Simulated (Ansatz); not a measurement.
# AlH8NO4: the cost of one run

Method: PBE0-D4, def2-SVP first, then def2-TZVP; program: Ansatz 0.2.0, Gaussian basis.

190 further runs of the same task are left out: 190 set aside as unsound or not needed.

### Step 1. The system as given

The guess: 14 atoms, charge 0, spin multiplicity 1.

Atoms are counted from 1 here; the program's logs count them from 0.

Bond lengths: Al1–O2 1.848 Å, Al1–O3 1.655 Å, Al1–O4 1.655 Å, Al1–N6 1.914 Å, O2–H7 1.112 Å, O2–H9 0.954 Å, O3–H10 0.941 Å, O4–H11 0.941 Å, H5–O8 1.168 Å, N6–H12 1.011 Å, N6–H13 1.012 Å, O8–H14 0.959 Å. Angles: O2–Al1–O3 105.9°, O2–Al1–O4 104.8°, O2–Al1–N6 95.0°, O3–Al1–O4 126.7°, O3–Al1–N6 104.8°, O4–Al1–N6 114.6°, Al1–O2–H7 106.4°, Al1–O2–H9 129.7°, H7–O2–H9 112.2°, Al1–O3–H10 164.2°, Al1–O4–H11 165.3°, Al1–N6–H12 116.2°, Al1–N6–H13 118.5°, H12–N6–H13 106.9°, H5–O8–H14 104.9°.

As a file:

```xyz
14
charge 0, multiplicity 1
Al   -0.20060   -0.78080    0.56100
O     0.68350    0.75100    1.09840
O    -1.79660   -0.53070    0.91860
O     0.74910   -2.02730    1.09290
H     0.19300    0.94110   -1.27960
N    -0.05400   -0.40970   -1.31080
H     0.63070    1.46010    0.24400
O     0.43480    2.03940   -0.96510
H     1.49290    0.84490    1.59530
H    -2.64050   -0.51860    1.33530
H     1.10610   -2.86970    1.31350
H    -0.89020   -0.54970   -1.86110
H     0.71030   -0.82460   -1.82740
H    -0.41850    2.47470   -0.91490
```

Distances that are to change: Al1–N6 1.91 Å, H5–O8 1.17 Å, O2–H7 1.11 Å, Al1–O2 1.85 Å, H5–N6 1.37 Å, H7–O8 1.35 Å.

### Step 2. Relaxing the guess with the reacting distances held

hold/in.yaml reads:

```yaml
crystal:
  periodic: [false, false, false]
  atoms:
    - {symbol: Al, position_ang: [-0.200600, -0.780800, 0.561000]}
    - {symbol: O, position_ang: [0.683500, 0.751000, 1.098400]}
    - {symbol: O, position_ang: [-1.796600, -0.530700, 0.918600]}
    - {symbol: O, position_ang: [0.749100, -2.027300, 1.092900]}
    - {symbol: H, position_ang: [0.193000, 0.941100, -1.279600]}
    - {symbol: N, position_ang: [-0.054000, -0.409700, -1.310800]}
    - {symbol: H, position_ang: [0.630700, 1.460100, 0.244000]}
    - {symbol: O, position_ang: [0.434800, 2.039400, -0.965100]}
    - {symbol: H, position_ang: [1.492900, 0.844900, 1.595300]}
    - {symbol: H, position_ang: [-2.640500, -0.518600, 1.335300]}
    - {symbol: H, position_ang: [1.106100, -2.869700, 1.313500]}
    - {symbol: H, position_ang: [-0.890200, -0.549700, -1.861100]}
    - {symbol: H, position_ang: [0.710300, -0.824600, -1.827400]}
    - {symbol: H, position_ang: [-0.418500, 2.474700, -0.914900]}
basis:
  gaussian: {orbitals: def2-SVP}
hamiltonian: {xc: pbe0, dispersion: d4}
relax: {f_tol: 0.04, max_steps: 150, escape_saddle: false, constraints: [{distance: [0, 5]}, {distance: [4, 7]}, {distance: [1, 6]}, {distance: [0, 1]}, {distance: [4, 5]}, {distance: [6, 7]}]}
```

On the command line:

```console
$ ansatz run in.yaml --threads 4 --pin off --events-out ev --progress --plain --max-ram 46080MiB --backend cpu
```

**Question.** How long does this run take on 4 threads of AMD EPYC 7R13, shared host?

About 25 s.
